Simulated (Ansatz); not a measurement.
# C3H7BN2: up Jacob's ladder to CCSD(T)

The task here is to estimate one member of a computed series from the others.

The runs use Ansatz 0.2.0, Gaussian basis; functionals in def2-TZVPP, the program's frozen cores in correlated methods.

Plan: PBE-D4, r2SCAN-D4, PBE0-D4, B3LYP-D4, ωB97X-V, ωB97M-V, B2PLYP; CCSD(T)/def2-TZVPP; MP2/def2-QZVPP; extrapolation to the limit.

## The relaxed structure

The geometry comes from an earlier relaxation with PBE0-D4 in a triple-zeta def2 set; it is a stationary point, not always the lowest conformer.

SMILES `CBC(N)C#N`, 13 atoms, charge 0, spin multiplicity 1.

Atoms are counted from 1 here; the program's logs count them from 0.

Bond lengths: C1–B2 1.544 Å, C1–H7 1.092 Å, C1–H8 1.092 Å, C1–H9 1.103 Å, B2–C3 1.580 Å, B2–H10 1.201 Å, C3–N4 1.450 Å, C3–C5 1.458 Å, C3–H11 1.117 Å, N4–H12 1.011 Å, N4–H13 1.010 Å, C5–N6 1.150 Å. Angles: B2–C1–H7 115.3°, B2–C1–H8 113.9°, B2–C1–H9 104.4°, H7–C1–H8 110.7°, H7–C1–H9 106.1°, H8–C1–H9 105.5°, C1–B2–C3 123.2°, C1–B2–H10 121.4°, C3–B2–H10 115.4°, B2–C3–N4 114.7°, B2–C3–C5 112.5°, B2–C3–H11 98.7°, N4–C3–C5 111.0°, N4–C3–H11 114.0°, C5–C3–H11 104.9°, C3–N4–H12 112.2°, C3–N4–H13 110.4°, H12–N4–H13 109.0° and more.

Coordinates:

```tsv
atom	x (Å)	y (Å)	z (Å)
C1	-0.40532	0.36056	1.84471
B2	0.38375	-0.33280	0.71370
C3	-0.04304	-0.26562	-0.80581
N4	1.04563	-0.42755	-1.74947
C5	-0.82846	0.92335	-1.11326
N6	-1.46262	1.85707	-1.33428
H7	-1.41588	0.67845	1.58158
H8	-0.40856	-0.19391	2.78501
H9	0.16163	1.28441	2.04865
H10	1.35799	-0.99546	0.94558
H11	-0.77850	-1.10620	-0.81166
H12	0.71856	-0.68891	-2.66985
H13	1.69522	-1.12810	-1.42030
```

The first run:

Contents of in.yaml:

```yaml
crystal:
  periodic: [false, false, false]
  atoms:
    - {symbol: C, position_ang: [-0.405317, 0.360555, 1.844713]}
    - {symbol: B, position_ang: [0.383745, -0.332803, 0.713703]}
    - {symbol: C, position_ang: [-0.043043, -0.265623, -0.805808]}
    - {symbol: N, position_ang: [1.045632, -0.427546, -1.749470]}
    - {symbol: C, position_ang: [-0.828461, 0.923354, -1.113261]}
    - {symbol: N, position_ang: [-1.462620, 1.857073, -1.334275]}
    - {symbol: H, position_ang: [-1.415881, 0.678450, 1.581577]}
    - {symbol: H, position_ang: [-0.408558, -0.193906, 2.785008]}
    - {symbol: H, position_ang: [0.161634, 1.284408, 2.048651]}
    - {symbol: H, position_ang: [1.357988, -0.995458, 0.945579]}
    - {symbol: H, position_ang: [-0.778495, -1.106195, -0.811658]}
    - {symbol: H, position_ang: [0.718556, -0.688907, -2.669853]}
    - {symbol: H, position_ang: [1.695222, -1.128100, -1.420303]}
basis:
  gaussian: {orbitals: def2-TZVPP}
hamiltonian: {xc: pbe, dispersion: d4}
output: {forces: true, orbitals: {seedname: orbitals}}
```

Run with:

```sh
> ansatz run in.yaml --threads 4 --pin off --events-out ev --progress --plain --max-ram 10444MiB
```

Among the steps run: PBE-D4 (GGA); r2SCAN-D4 (meta-GGA); PBE0-D4 (hybrid); B3LYP-D4 (hybrid); ωB97X-V (range-separated); ωB97M-V (range-separated); B2PLYP (double hybrid); CCSD(T) in def2-TZVPP; MP2 in def2-QZVPP.

One of the session's tables, all rows but one given; the rest of the session is left out.

It belongs to the step «Atomisation energies». 

| method | atoms, summed (eV) | atomisation energy (kJ/mol) |
| --- | --- | --- |
| PBE-D4 | -6818.074 | 5423.7 |
| r2SCAN-D4 | -6824.535 | 5259.2 |
| PBE0-D4 | -6819.970 | 5302.0 |
| B3LYP-D4 | -6829.116 | 5284.7 |
| ωB97X-V | -6826.509 | 5273.8 |
| ωB97M-V | -6825.508 | 5287.1 |
| B2PLYP | -6823.131 | 5225.8 |
| HF/def2-TZVPP | -6800.505 | 3743.6 |
| MP2/def2-TZVPP | ? | ? |
| CCSD/def2-TZVPP | -6815.353 | 5010.1 |
| CCSD(T)/def2-TZVPP | -6815.678 | 5098.7 |
| MP2/CBS | -6814.255 | 5347.4 |
| CCSD(T)/CBS | -6817.685 | 5236.6 |

Q: Estimate the row for MP2/def2-TZVPP from the others.

As computed: atoms, summed (eV): -6812.248; atomisation energy (kJ/mol): 5209.4. In the column «atoms, summed (eV)» it lies between MP2/CBS (-6814.255) and HF/def2-TZVPP (-6800.505).

Limits of these values: Free atoms (3 C, 1 B, 2 N, 7 H) were run apart at each level; the atomisation energy is their sum less the molecule, without zero-point or spin-orbit terms.
